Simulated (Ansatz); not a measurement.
# BH5O2SiTe: a ladder of functionals and wavefunction methods

One table from this session's results is given with a row withheld; the runs are named, their logs left out.

Program: Ansatz 0.2.0, Gaussian basis. Level of theory: functionals in def2-TZVPP, the program's frozen cores in correlated methods. These are calculated values, not measurements.

Levels to be run: LDA (SPW92), PBE-D4, revPBE-D4, BLYP-D4, r2SCAN-D4, B97M-V, PBE0-D4, B3LYP-D4, r2SCANh-D4, r2SCAN0-D4, HSE06-D4, BHLYP-D4, CAM-B3LYP-D4, LC-ωPBE, ωB97X-V, ωB97M-V, B2PLYP, PBE-QIDH; CCSD(T)/def2-SVP; CCSD(T)/def2-TZVPP; MP2/def2-QZVPP; extrapolation to the limit; RPA on PBE.

## Structure used throughout

The geometry comes from an earlier relaxation with PBE0-D4 in a triple-zeta def2 set; it is a stationary point, not always the lowest conformer. Te takes the def2 core potential; no spin-orbit term is included.

SMILES `OB(O)[Te][SiH3]`, 10 atoms, charge 0, spin multiplicity 1.

Atoms are counted from 1 here; the program's logs count them from 0.

Bond lengths: O1–B2 1.355 Å, O1–H6 0.962 Å, B2–O3 1.353 Å, B2–Te4 2.197 Å, O3–H7 0.963 Å, Te4–Si5 2.486 Å, Si5–H8 1.483 Å, Si5–H9 1.495 Å, Si5–H10 1.484 Å. Angles: B2–O1–H6 114.5°, O1–B2–O3 120.3°, O1–B2–Te4 125.5°, O3–B2–Te4 114.2°, B2–O3–H7 112.1°, B2–Te4–Si5 95.6°, Te4–Si5–H8 109.8°, Te4–Si5–H9 109.1°, Te4–Si5–H10 112.7°, H8–Si5–H9 108.2°, H8–Si5–H10 109.3°, H9–Si5–H10 107.6°.

Coordinates:

```mol
BH5O2SiTe
  3D, bonds by distance, orders not assigned

 10  9  0  0  0  0  0  0  0  0999 V2000
    0.9537   -0.9252    1.0479 O   0  0
    0.8245   -1.2320   -0.2656 B   0  0
    1.5386   -2.2484   -0.8026 O   0  0
   -0.5073   -0.2180   -1.6881 Te  0  0
   -1.1879    1.5978   -0.1330 Si  0  0
    0.3762   -0.2181    1.3514 H   0  0
    2.0913   -2.6891   -0.1479 H   0  0
   -2.6333    1.8862   -0.2978 H   0  0
   -0.9599    1.1485    1.2742 H   0  0
   -0.4127    2.8473   -0.3357 H   0  0
  1  2  8  0
  2  3  8  0
  2  4  8  0
  4  5  8  0
  1  6  8  0
  3  7  8  0
  5  8  8  0
  5  9  8  0
  5 10  8  0
M  END
```

Set-up of the first run:

in.yaml reads:

```yaml
crystal:
  periodic: [false, false, false]
  atoms:
    - {symbol: O, position_ang: [0.953675, -0.925215, 1.047922]}
    - {symbol: B, position_ang: [0.824544, -1.232038, -0.265629]}
    - {symbol: O, position_ang: [1.538625, -2.248421, -0.802583]}
    - {symbol: Te, position_ang: [-0.507327, -0.218029, -1.688092]}
    - {symbol: Si, position_ang: [-1.187888, 1.597767, -0.132953]}
    - {symbol: H, position_ang: [0.376249, -0.218085, 1.351398]}
    - {symbol: H, position_ang: [2.091301, -2.689111, -0.147923]}
    - {symbol: H, position_ang: [-2.633302, 1.886216, -0.297776]}
    - {symbol: H, position_ang: [-0.959946, 1.148457, 1.274241]}
    - {symbol: H, position_ang: [-0.412731, 2.847258, -0.335705]}
basis:
  gaussian: {orbitals: def2-TZVPP}
hamiltonian: {xc: lda}
output: {orbitals: {seedname: orbitals}}
```

The run is started by

```
$ ansatz run in.yaml --threads 4 --pin off --events-out ev --progress --plain --max-ram 10444MiB
```

Among the steps run: LDA; PBE-D4 (GGA); revPBE-D4 (GGA); BLYP-D4 (GGA); r2SCAN-D4 (meta-GGA); B97M-V (meta-GGA); PBE0-D4 (hybrid); B3LYP-D4 (hybrid); r2SCANh-D4 (hybrid); r2SCAN0-D4 (hybrid); HSE06-D4 (hybrid); BHLYP-D4 (hybrid); CAM-B3LYP-D4 (range-separated); LC-ωPBE (range-separated); ωB97X-V (range-separated); ωB97M-V (range-separated); B2PLYP (double hybrid); PBE-QIDH (double hybrid).

One table of the session follows, with a row left open; its other results are not shown here.

It belongs to the step «Frontier levels by functional». 

```
  functional  HOMO (eV)  gap (eV)
 LDA (SPW92)          ?         ?
      PBE-D4      -5.53      4.20
   revPBE-D4      -5.47      4.24
     BLYP-D4      -5.35      4.14
   r2SCAN-D4      -5.78      4.74
      B97M-V      -5.79      4.64
     PBE0-D4      -6.55      6.01
    B3LYP-D4      -6.32      5.57
  r2SCANh-D4      -6.15      5.38
  r2SCAN0-D4      -6.72      6.34
    HSE06-D4      -6.16      5.25
    BHLYP-D4      -7.40      7.70
CAM-B3LYP-D4      -7.72      8.15
     LC-ωPBE      -9.00     10.52
     ωB97X-V      -8.69     10.11
     ωB97M-V      -8.59      9.74
```

**Question.** Estimate the row for LDA (SPW92).

**Answer.** HOMO (eV): -5.67; gap (eV): 4.11. In the column «HOMO (eV)» it lies between r2SCAN-D4 (-5.78) and PBE-D4 (-5.53).
